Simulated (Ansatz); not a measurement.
# CH₇As₂B: basis-set convergence

Aim: see how fast density functionals converge with the basis set for CH₇As₂B.

The runs use Ansatz 0.2.0, Gaussian basis; one geometry, several basis sets.

Plan: PBE0-D4/def2-SVP; ωB97M-V/def2-SVP; PBE0-D4/def2-QZVPP; ωB97M-V/def2-QZVPP; the functionals' def2-TZVPP values are taken from earlier runs.

**1. Structure used throughout**

An earlier PBE0-D4 in a triple-zeta def2 set relaxation fixed the geometry.

SMILES `CB([AsH2])[AsH2]`, 11 atoms, charge 0, spin multiplicity 1.

Atoms are counted from 1 here; the program's logs count them from 0.

Bond lengths: C1–B2 1.560 Å, C1–H5 1.093 Å, C1–H6 1.093 Å, C1–H7 1.100 Å, B2–As3 2.014 Å, B2–As4 2.016 Å, As3–H8 1.516 Å, As3–H9 1.519 Å, As4–H10 1.518 Å, As4–H11 1.516 Å. Angles: B2–C1–H5 113.9°, B2–C1–H6 114.4°, B2–C1–H7 106.3°, H5–C1–H6 109.1°, H5–C1–H7 106.0°, H6–C1–H7 106.4°, C1–B2–As3 120.6°, C1–B2–As4 120.6°, As3–B2–As4 118.8°, B2–As3–H8 98.5°, B2–As3–H9 98.0°, H8–As3–H9 95.7°, B2–As4–H10 97.6°, B2–As4–H11 98.4°, H10–As4–H11 95.5°.

As a file:

| atom | x (Å) | y (Å) | z (Å) |
| --- | --- | --- | --- |
| C1 | -0.4872 | 1.4354 | 0.0473 |
| B2 | 0.0528 | -0.0269 | -0.0112 |
| As3 | 0.6559 | -0.9638 | 1.6665 |
| As4 | 0.0915 | -1.0366 | -1.7553 |
| H5 | -0.1432 | 1.9994 | 0.9179 |
| H6 | -0.3010 | 2.0218 | -0.8559 |
| H7 | -1.5797 | 1.3573 | 0.1479 |
| H8 | 0.1375 | -2.3524 | 1.3479 |
| H9 | -0.5085 | -0.5688 | 2.5581 |
| H10 | 0.8536 | -0.0054 | -2.5683 |
| H11 | 1.2935 | -1.9168 | -1.4742 |

**2. PBE0-D4 in def2-SVP**

The input, in.yaml:

```yaml
crystal:
  periodic: [false, false, false]
  atoms:
    - {symbol: C, position_ang: [-0.487167, 1.435416, 0.047254]}
    - {symbol: B, position_ang: [0.052806, -0.026917, -0.011179]}
    - {symbol: As, position_ang: [0.655940, -0.963777, 1.666498]}
    - {symbol: As, position_ang: [0.091508, -1.036587, -1.755300]}
    - {symbol: H, position_ang: [-0.143182, 1.999397, 0.917859]}
    - {symbol: H, position_ang: [-0.301035, 2.021820, -0.855914]}
    - {symbol: H, position_ang: [-1.579734, 1.357348, 0.147925]}
    - {symbol: H, position_ang: [0.137515, -2.352448, 1.347886]}
    - {symbol: H, position_ang: [-0.508473, -0.568778, 2.558073]}
    - {symbol: H, position_ang: [0.853634, -0.005434, -2.568294]}
    - {symbol: H, position_ang: [1.293486, -1.916842, -1.474208]}
basis:
  gaussian: {orbitals: def2-SVP}
hamiltonian: {xc: pbe0, dispersion: d4}
output: {orbitals: {seedname: orbitals}}
```

After this run come: ωB97M-V in def2-SVP; PBE0-D4 in def2-QZVPP; ωB97M-V in def2-QZVPP.

Before running them: what should the planned runs give, taken together? Wanted: PBE0-D4: double and triple zeta above quadruple; ωB97M-V: double and triple zeta above quadruple.

**Answer**, as computed:

```
                                       quantity           value
PBE0-D4: double and triple zeta above quadruple  19.66, 2.72 eV
ωB97M-V: double and triple zeta above quadruple  19.69, 2.66 eV
```

**Reading.** PBE0-D4 gains 16.94 eV from double to triple zeta, then 2.72 eV more. Total energies overstate the basis error of differences, where much of it tends to cancel.
